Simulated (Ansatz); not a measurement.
**H₈NO₂Si₂Y: a ladder of functionals and wavefunction methods**

The task here is to estimate one member of a computed series from the others.

Program: Ansatz 0.2.0, Gaussian basis. Level of theory: functionals in def2-TZVPP, the program's frozen cores in correlated methods. These are calculated values, not measurements.

The runs, in order: LDA (SPW92), PBE-D4, revPBE-D4, BLYP-D4, r2SCAN-D4, B97M-V, PBE0-D4, B3LYP-D4, r2SCANh-D4, r2SCAN0-D4, HSE06-D4, BHLYP-D4, CAM-B3LYP-D4, LC-ωPBE, ωB97X-V, ωB97M-V, B2PLYP, PBE-QIDH; CCSD(T)/def2-SVP; CCSD(T)/def2-TZVPP; MP2/def2-QZVPP; extrapolation to the limit; RPA on PBE.

## The geometry

An earlier PBE0-D4 in a triple-zeta def2 set relaxation fixed the geometry. Y takes the def2 core potential; no spin-orbit term is included.

SMILES `[NH2][Y]([O][SiH3])[O][SiH3]`, 14 atoms, charge 0, spin multiplicity 1.

Atoms are counted from 1 here; the program's logs count them from 0.

Bond lengths: N1–Y2 2.135 Å, N1–H7 1.013 Å, N1–H8 1.013 Å, Y2–O3 2.059 Å, Y2–O5 2.059 Å, O3–Si4 1.623 Å, Si4–H9 1.491 Å, Si4–H10 1.491 Å, Si4–H11 1.491 Å, O5–Si6 1.623 Å, Si6–H12 1.491 Å, Si6–H13 1.491 Å, Si6–H14 1.491 Å. Angles: Y2–N1–H7 126.9°, Y2–N1–H8 126.9°, H7–N1–H8 106.2°, N1–Y2–O3 117.8°, N1–Y2–O5 117.8°, O3–Y2–O5 124.3°, Y2–O3–Si4 177.8°, O3–Si4–H9 110.9°, O3–Si4–H10 111.0°, O3–Si4–H11 111.1°, H9–Si4–H10 107.9°, H9–Si4–H11 107.9°, H10–Si4–H11 107.8°, Y2–O5–Si6 177.9°, O5–Si6–H12 110.9°, O5–Si6–H13 111.0°, O5–Si6–H14 111.2°, H12–Si6–H13 108.0° and more.

Set-up of the first run:

File in.yaml:

```yaml
crystal:
  periodic: [false, false, false]
  atoms:
    - {symbol: N, position_ang: [-1.332144, -0.505675, 2.474714]}
    - {symbol: Y, position_ang: [-0.350590, -0.130219, 0.616001]}
    - {symbol: O, position_ang: [0.489392, -1.732211, -0.368413]}
    - {symbol: Si, position_ang: [1.177132, -2.955371, -1.184521]}
    - {symbol: O, position_ang: [-0.282057, 1.813893, -0.060022]}
    - {symbol: Si, position_ang: [-0.194188, 3.328116, -0.638569]}
    - {symbol: H, position_ang: [-1.781729, 0.176545, 3.073812]}
    - {symbol: H, position_ang: [-1.439154, -1.401462, 2.935919]}
    - {symbol: H, position_ang: [0.457545, -3.212742, -2.465023]}
    - {symbol: H, position_ang: [2.599494, -2.647929, -1.510500]}
    - {symbol: H, position_ang: [1.154131, -4.214382, -0.385787]}
    - {symbol: H, position_ang: [-1.434420, 3.683566, -1.386450]}
    - {symbol: H, position_ang: [-0.024771, 4.314230, 0.467079]}
    - {symbol: H, position_ang: [0.961370, 3.483641, -1.568260]}
basis:
  gaussian: {orbitals: def2-TZVPP}
hamiltonian: {xc: lda}
output: {orbitals: {seedname: orbitals}}
```

Command:

```
$ ansatz run in.yaml --threads 2 --pin off --events-out ev --progress --plain --max-ram 22528MiB --backend cuda --devices 0, --max-vram 18GiB
```

Steps of the session up to this table: LDA; PBE-D4 (GGA); revPBE-D4 (GGA); BLYP-D4 (GGA); r2SCAN-D4 (meta-GGA); B97M-V (meta-GGA); B3LYP-D4 (hybrid); r2SCANh-D4 (hybrid); r2SCAN0-D4 (hybrid); HSE06-D4 (hybrid); BHLYP-D4 (hybrid); CAM-B3LYP-D4 (range-separated); LC-ωPBE (range-separated); ωB97X-V (range-separated); ωB97M-V (range-separated); B2PLYP (double hybrid); PBE-QIDH (double hybrid).

One of the session's tables, all rows but one given; the rest of the session is left out.

It belongs to the step «Orbital energies across the functionals». 

```
  functional  HOMO (eV)  LUMO (eV)  gap (eV)
 LDA (SPW92)          ?          ?         ?
      PBE-D4      -5.79      -2.61      3.18
   revPBE-D4      -5.72      -2.48      3.24
     BLYP-D4      -5.66      -2.61      3.04
   r2SCAN-D4      -6.03      -2.14      3.89
      B97M-V      -6.08      -2.50      3.57
     PBE0-D4      -7.08      -1.83      5.25
    B3LYP-D4      -6.85      -2.17      4.68
  r2SCANh-D4      -6.52      -1.90      4.62
  r2SCAN0-D4      -7.26      -1.55      5.71
    HSE06-D4      -6.68      -2.20      4.48
    BHLYP-D4      -8.28      -1.28      7.01
CAM-B3LYP-D4      -8.49      -1.12      7.37
     LC-ωPBE      -9.88       0.11      9.99
     ωB97X-V      -9.51      -0.12      9.40
     ωB97M-V      -9.44      -0.58      8.87
```

Estimate the missing values for LDA (SPW92).

**Answer.** HOMO (eV): -5.98; LUMO (eV): -2.79; gap (eV): 3.19. In the column «HOMO (eV)» it lies between r2SCAN-D4 (-6.03) and PBE-D4 (-5.79).
